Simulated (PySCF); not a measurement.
# SnF+: from the state search to spectroscopic constants

Aim: find the lowest electronic state of SnF+, scan its bond at several levels of theory, and get bond length, wavenumber and dissociation energy from each curve.

Method: Sn x2c-SVPall, F x2c-SVPall, spin-free X2C with a Gaussian nucleus; program: PySCF 2.14.0.

### 1 The job

A driver script around PySCF takes these settings:

| Item | Value |
| --- | --- |
| atoms | Sn, F |
| charge | 1 |
| basis | Sn x2c-SVPall, F x2c-SVPall |
| Hamiltonian | spin-free X2C with a Gaussian nucleus |
| basis functions | 50 |
| electrons treated | 58 |
| masses in u | 119.9022, 18.9984 |
| levels | PBE0, PBE, r²SCAN, TPSSh, LDA, M06, CAM-B3LYP, HF, MP2, SCS-MP2, CCSD, CCSD(T) |
| grid | 80 radial by 434 angular points |
| occupations | held fixed by the projection of orbital angular momentum |
| dissociation limit | Sn+ + F, each in its ground configuration |
| starting distance in angstrom | 2.065 |
| values of 2S to try | 0, 2 |

Launch:

```sh
$ OMP_NUM_THREADS=1 python dia.py task.json out
```

Further steps of the session: First curve: PBE0; Excited determinants; PBE (GGA); r²SCAN; TPSSh; LDA; M06; CAM-B3LYP (range-separated hybrid); RHF (mean field); Adding correlation.

Before running it: what results should come out? Wanted: for each run, Re; ωe; De; μ.

The runs gave:

Lowest PBE0 solution found, without spin–orbit coupling: ¹Σ⁺ (singlet), closed shell. State 2 has its PBE0 minimum 4.51 eV higher. The other levels ran on the lowest alone.

| level | Re (Å) | ωe (cm⁻¹) | De (eV) | μ (D) |
| --- | --- | --- | --- | --- |
| RHF | 1.883 | 736 | 2.91 | -3.89 |
| RHF-MP2 | 1.901 | 712 | 4.95 | n/a |
| RHF-SCS-MP2 | 1.902 | 710 | 4.76 | n/a |
| RHF-CCSD | 1.901 | 711 | 4.51 | n/a |
| RHF-CCSD(T) | 1.906 | 700 | 4.63 | n/a |
| LDA | 1.896 | 702 | 6.35 | -3.00 |
| PBE | 1.922 | 671 | 5.49 | -3.11 |
| r²SCAN | 1.903 | 698 | 5.10 | -3.23 |
| TPSSh | 1.908 | 693 | 5.10 | -3.26 |
| PBE0 | 1.900 | 705 | 4.94 | -3.40 |
| M06 | 1.906 | 697 | 5.28 | -3.70 |
| CAM-B3LYP | 1.893 | 718 | 5.07 | -3.36 |

De is counted to Sn+ + F in their ground configurations. A positive dipole points from Sn to F; in an ion it is taken about the centre of mass and does not tell which atom is negative.

Differences from CCSD(T) in the same basis:

| level | Re (mÅ) | ωe (%) |
| --- | --- | --- |
| RHF | -23 | +5.1 |
| RHF-MP2 | -4 | +1.7 |
| RHF-SCS-MP2 | -4 | +1.4 |
| RHF-CCSD | -5 | +1.6 |
| LDA | -10 | +0.3 |
| PBE | +16 | -4.2 |
| r²SCAN | -3 | -0.3 |
| TPSSh | +2 | -1.0 |
| PBE0 | -6 | +0.6 |
| M06 | 0 | -0.5 |
| CAM-B3LYP | -13 | +2.5 |

**Reading.** Judged by CCSD(T) in the same basis: best bond length M06 (0 mÅ), worst RHF (-23 mÅ); best wavenumber LDA and r²SCAN (0.3 % off), worst RHF (+5.1 %). Hartree–Fock falls on the short and stiff side, its usual fault. PBE gives a bond that is too long and too soft, as GGAs tend to. CCSD(T) in a basis this small is itself some way from its limit, more so than the functionals. Among the levels with a De in the table, it runs from 2.91 eV (RHF) to 6.35 eV (LDA).

Correlated steps freeze 19 core orbitals. Spin–orbit coupling is left out, which matters for elements this heavy, above all for dissociation energies.
